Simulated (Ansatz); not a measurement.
# Cr (Cr (100), 3 layers): how the settings move a single-point run

Question: which choices in the input matter for Cr (Cr (100), 3 layers)?

Program: Ansatz 0.2.0. Level of theory: reference: DFT, PBE, PAW with Ansatz's default frozen-core files, scalar-relativistic. These are calculated values, not measurements.

## Step 1: The system as given

It takes space group P4/mmm (No. 123, tetragonal). The conventional cell has a = 2.849 Å, b = 2.849 Å, c = 13.934 Å, α = 90.00°, β = 90.00°, γ = 90.00°. Cr (site symmetry 4mm) has 9 Cr at 2.49 to 2.93 Å as nearest neighbours. Cr (site symmetry 4/mmm) has 12 Cr at 2.49 to 2.85 Å as nearest neighbours.

Coordinates:

```xyz
3
Lattice="2.8486 0.0000 0.0000 0.0000 2.8486 0.0000 0.0000 0.0000 13.9344" Properties=species:S:1:pos:R:3 pbc="T T T"
Cr    0.0000    0.0000    5.5000
Cr    1.4243    1.4243    6.9672
Cr    0.0000    0.0000    8.4344
```

## Step 2: The reference run

File input.yaml:

```yaml
crystal:
  lattice:
    - [2.8486260734, 0.0, 0.0]
    - [0.0, 2.8486260734, 0.0]
    - [0.0, 0.0, 13.9344]
  atoms:
    - { symbol: Cr, position: [0.0, 0.0, 0.39470841], spin: 2.0 }
    - { symbol: Cr, position: [0.5, 0.5, 0.4999999979], spin: 2.0 }
    - { symbol: Cr, position: [0.0, 0.0, 0.60529159], spin: 2.0 }
magnetization:
  spin_polarized: true
kpoints:
  mp_grid: { grid: [14, 14, 1] }
scf:
  occupations: { method: fermi_dirac, width: 0.1 }
hamiltonian:
  xc: pbe
  pseudopotentials: { kind: paw }
output:
  forces: true
  stress: true
  eigenvalues: true
efield:
  axis: 3
  amplitude: 0
  dipole_correction: true
```

On the command line:

```bash
ansatz run input.yaml --threads 2 --pin off --max-ram 6144MiB --backend cpu --events-out ev --progress --plain --runs-dir out
```

## Step 3: Changed: occupations.width 0.005

input.yaml: that of step 2 with these lines changed.

```diff
@@ -14,3 +14,3 @@
 scf:
-  occupations: { method: fermi_dirac, width: 0.1 }
+  occupations: { method: fermi_dirac, width: 0.005 }
 hamiltonian:
```

**Question.** What will these runs give? Wanted: for each run, ending; energy change; abs. moment; force.

**Answer**, as computed:

| run | ending | energy change | abs. moment (μB) | force (eV/Å) | cycles | time |
| --- | --- | --- | --- | --- | --- | --- |
| reference | converged | 0 | 8.45 | 0.00 | 12 | 15 s |
| 1: occupations.width 0.005 | converged | +1.0 meV/atom (σ→0) | 8.55 | 0.05 | 25 | 23 s |

Residual by cycle in the longest SCF loop of each run; runs are numbered as in the table. The quantity is the density residual dr2, in eV.

| cycle | reference | run 1 |
| --- | --- | --- |
| 1 | 18.8 | 18.8 |
| 3 | 0.178 | 0.258 |
| 5 | 0.0464 | 0.0556 |
| 8 | 7.2e-5 | 0.0223 |
| 10 | 1.3e-6 | 0.0051 |
| 12 | 3.9e-8 | 8.4e-4 |
| 14 | - | 2.1e-4 |
| 16 | - | 2.4e-5 |
| 18 | - | 1.2e-6 |
| 21 | - | 3.9e-8 |
| 23 | - | 1.1e-8 |
| 25 | - | 6.6e-8 |

Changing the smearing moves the energy by +1.0 meV/atom (σ→0 values), and the absolute moment goes from 8.45 to 8.55 μB and the largest force goes from 0.00 to 0.05 eV/Å. Cost: 25 SCF cycles against 12, 23 s against 15 s.
